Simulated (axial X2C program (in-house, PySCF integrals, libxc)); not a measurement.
**CsN⁺: properties at the nuclei**

Aim: properties at the nuclei of CsN⁺, with spin–orbit coupling in the Hamiltonian from the start.

Computed with an in-house X2C program for linear molecules on PySCF integrals. Level: two-component X2C with atomic mean-field terms, Cs dyall-cv3z, N dyall-av3z.

All values are calculated.

### Step 1. Set-up

task.json

```json
{
 "zs": [
  55,
  7
 ],
 "q": 1,
 "bas": [
  "dyall-cv3z",
  "dyall-av3z"
 ],
 "r0": 2.69,
 "levels": [
  "PBE0",
  "HF",
  "BP86",
  "LDA",
  "PBE"
 ],
 "nst": 3
}
```

Keys: zs atomic numbers; q charge; bas basis sets; r0 starting distance in Å; levels methods (HF also brings MP2); nst determinants followed.

Command:

```sh
> python soeom.py task.json out
```

Nuclei are Gaussian, cores are contracted, and the Gaunt term is on.

### Step 2. Expectation values, lowest determinant

R = 3.553 Å. State: Ω = 3/2 (excess of +ω over −ω: ω = 3/2).

Output of the PBE0 run:

```text
two-component X2C + atomic mean field  PBE0
basis functions 199  fitting functions 1003  grid points 5085
iter        total energy     max residual
   1      -7837.048047114     4.36e-05
   2      -7837.048047115     4.91e-06
converged
one-electron -10811.43139763  Coulomb 3122.59951148  exact exchange -49.44416331  xc functional -151.17474756  nuclear repulsion 57.34118385  atomic mean-field constant -4.93843394
```

The highest occupied spinor is 100% N p.

```tsv
level	Eeff magnitude (GV/cm)	Ws magnitude Cs (kHz)	A∥/gI Cs (MHz)	qzz Cs (a.u.)	A∥/gI N (MHz)	qzz N (a.u.)
PBE0	0.271	0.121	13.7	-0.08	-9.22	0.04
HF	0.175	0.0762	8.73	-0.13	42.2	0.03
BP86	0.327	0.146	17.2	-0.07	-15.9	0.05
LDA	0.26	0.113	15.6	-0.03	-23	0.06
PBE	0.311	0.14	16.2	-0.08	-17.2	0.05
```

Eeff is the effective electric field on the electron dipole moment in this Ω state and Ws the scalar–pseudoscalar constant (defined with the proton number Z and per Ω); A∥ is the parallel hyperfine constant, which follows by multiplying with the nuclear g factor gI = μI/(I μN); qzz is the electric field gradient, eQq0 = 234.96 MHz × Q/barn × qzz. The operators were transformed with the bare-nucleus X2C matrices.

### Step 3. Expectation values, a higher determinant

R = 3.553 Å. State: Ω = 1/2 (excess of +ω over −ω: 2 × ω = -1/2, ω = 3/2), 1.12 eV above the lowest in the PBE0 search for states (made at or near this distance, with looser thresholds).

Output of the PBE0 run:

```text
two-component X2C + atomic mean field  PBE0
basis functions 199  fitting functions 1003  grid points 5085
iter        total energy     max residual
   1      -7837.006782316     3.99e-05
   2      -7837.006782316     2.99e-06
converged
one-electron -10811.36294132  Coulomb 3122.52404097  exact exchange -49.42784571  xc functional -151.14278616  nuclear repulsion 57.34118385  atomic mean-field constant -4.93843394
```

The highest occupied spinor is 97% N p.

```tsv
level	Eeff magnitude (GV/cm)	Ws magnitude Cs (kHz)	A∥/gI Cs (MHz)	qzz Cs (a.u.)	A∥/gI N (MHz)	qzz N (a.u.)
PBE0	0.388	0.507	-57.6	-0.09	-495	0.10
HF	0.332	0.429	-46.2	-0.14	-431	0.13
BP86	0.411	0.534	-66.1	-0.07	-511	0.11
LDA	0.446	0.574	-76.9	-0.03	-523	0.16
PBE	0.427	0.557	-67	-0.08	-509	0.10
```

### Step 4. Expectation values, a higher determinant

R = 3.553 Å. State: Ω = 1/2 (excess of +ω over −ω: ω = 1/2), 2.34 eV above the lowest in the PBE0 search for states (made at or near this distance, with looser thresholds).

Output of the PBE0 run:

```text
two-component X2C + atomic mean field  PBE0
basis functions 199  fitting functions 1003  grid points 5085
iter        total energy     max residual
   1      -7836.961885032     7.68e-05
   2      -7836.961885051     3.25e-05
   3      -7836.961885070     4.99e-05
   4      -7836.961885071     1.03e-05
   5      -7836.961885071     1.24e-06
converged
one-electron -10811.28259884  Coulomb 3122.42646049  exact exchange -49.41234745  xc functional -151.09614916  nuclear repulsion 57.34118385  atomic mean-field constant -4.93843394
```

The highest occupied spinor is 99% N p.

```tsv
level	Eeff magnitude (GV/cm)	Ws magnitude Cs (kHz)	A∥/gI Cs (MHz)	qzz Cs (a.u.)	A∥/gI N (MHz)	qzz N (a.u.)
PBE0	0.311	0.41	45.8	-0.07	233	-0.07
HF	0.239	0.309	33.8	-0.12	253	-0.09
BP86	0.344	0.454	53.8	-0.05	224	-0.08
LDA	0.327	0.422	55.7	-0.01	199	-0.06
PBE	0.346	0.459	53.1	-0.06	232	-0.08
```

### Step 5. What came out

```
                                        quantity                                                  value
                              lowest determinant                Ω = 3/2 (excess of +ω over −ω: ω = 3/2)
                    Eeff magnitude (GV/cm), PBE0                                                  0.271
                     Ws magnitude Cs (kHz), PBE0                                                  0.121
                            A∥/gI Cs (MHz), PBE0                                                   13.7
                             qzz Cs (a.u.), PBE0                                                  -0.08
                              higher determinant  Ω = 1/2 (excess of +ω over −ω: 2 × ω = -1/2, ω = 3/2)
Eeff magnitude (GV/cm), PBE0, higher determinant                                                  0.388
 Ws magnitude Cs (kHz), PBE0, higher determinant                                                  0.507
        A∥/gI Cs (MHz), PBE0, higher determinant                                                  -57.6
         qzz Cs (a.u.), PBE0, higher determinant                                                  -0.09
                              higher determinant                Ω = 1/2 (excess of +ω over −ω: ω = 1/2)
Eeff magnitude (GV/cm), PBE0, higher determinant                                                  0.311
 Ws magnitude Cs (kHz), PBE0, higher determinant                                                   0.41
        A∥/gI Cs (MHz), PBE0, higher determinant                                                   45.8
         qzz Cs (a.u.), PBE0, higher determinant                                                  -0.07
```

In the first state, the effective field runs from 0.175 to 0.327 GV/cm over the mean-field levels. The expectation values come from single determinants, which for open shells can mix terms of unlike spin or miss the lowest Ω, so a determinant need not be a state. Eeff is the effective electric field on the electron dipole moment in this Ω state and Ws the scalar–pseudoscalar constant (defined with the proton number Z and per Ω); A∥ is the parallel hyperfine constant, which follows by multiplying with the nuclear g factor gI = μI/(I μN); qzz is the electric field gradient, eQq0 = 234.96 MHz × Q/barn × qzz. The operators were transformed with the bare-nucleus X2C matrices.
